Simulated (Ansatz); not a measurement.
# Y2Si2Rh: the cost of one run

Method: DFT PBEsol, scalar-relativistic, plane waves, PAW, in Ansatz 0.2.0.

A COD entry behind a cell of this session may itself be a prediction, so a difference from it is no test against experiment.

1 further run of the same task is left out (it didn't finish).

### 1 The system as given

Symmetry: I4/mmm, No. 139, tetragonal system. Conventional cell: a = 4.321 Å, b = 4.321 Å, c = 10.482 Å, α = 90.00°, β = 90.00°, γ = 90.00°. Y (site symmetry 4mm) is surrounded by 4 Si at 2.51 Å and 1 Y at 2.70 Å. Si (site symmetry -4m2) is surrounded by 4 Y at 2.51 Å and 4 Rh at 3.40 Å. Around Rh (site symmetry 4/mmm) lie 8 Y at 3.34 Å and 8 Si at 3.40 Å.

As a file:

```cif
data_structure
_symmetry_space_group_name_H-M 'I4/mmm'
_symmetry_Int_Tables_number 139
_cell_length_a 4.3210
_cell_length_b 4.3210
_cell_length_c 10.4823
_cell_angle_alpha 90.000
_cell_angle_beta 90.000
_cell_angle_gamma 90.000
_cell_volume 195.72
loop_
_atom_site_label
_atom_site_type_symbol
_atom_site_symmetry_multiplicity
_atom_site_Wyckoff_symbol
_atom_site_fract_x
_atom_site_fract_y
_atom_site_fract_z
_atom_site_occupancy
Y1 Y 4 e 0.00000 0.00000 0.37110 1
Si1 Si 4 d 0.50000 0.00000 0.25000 1
Rh1 Rh 2 a 0.00000 0.00000 0.00000 1
```

(A quick probe on a coarse mesh, which set the mesh and smearing, is not shown.)

### 3 A loose first relaxation

The input, input.yaml:

```yaml
crystal:
  lattice:
    - [-2.1605030278, 2.1605030278, 5.2411299938]
    - [2.1605030278, -2.1605030278, 5.2411299938]
    - [2.1605030278, 2.1605030278, -5.2411299938]
  atoms:
    - { symbol: "Y", position: [0.3711, 0.3711, 0.0] }
    - { symbol: "Y", position: [0.6289, 0.6289, 0.0] }
    - { symbol: Si, position: [0.25, 0.75, 0.5] }
    - { symbol: Si, position: [0.75, 0.25, 0.5] }
    - { symbol: Rh, position: [0.0, 0.0, 0.0] }
basis:
  ecutwfc: 420
kpoints:
  mp_grid: { grid: [6, 6, 6] }
hamiltonian:
  xc: pbesol
scf:
  occupations: { method: gaussian, width: 0.1 }
  lower_state_search: "off"
output:
  forces: true
  stress: true
  eigenvalues: true
relax:
  adjacent_minimum: "off"
  f_tol: 0.04
  max_steps: 70
  cell: { stress_tol: 0.4 }
```

On the command line:

```bash
ansatz run input.yaml --threads 1 --pin off --max-ram 2560MiB --backend cpu --events-out ev --progress --plain --runs-dir out
```

**Question.** How long does this run take on 1 thread of Intel Xeon Platinum 8488C (Sapphire Rapids), shared host, and how much memory does it need?

About 89 s, with a peak of 0.63 GiB.
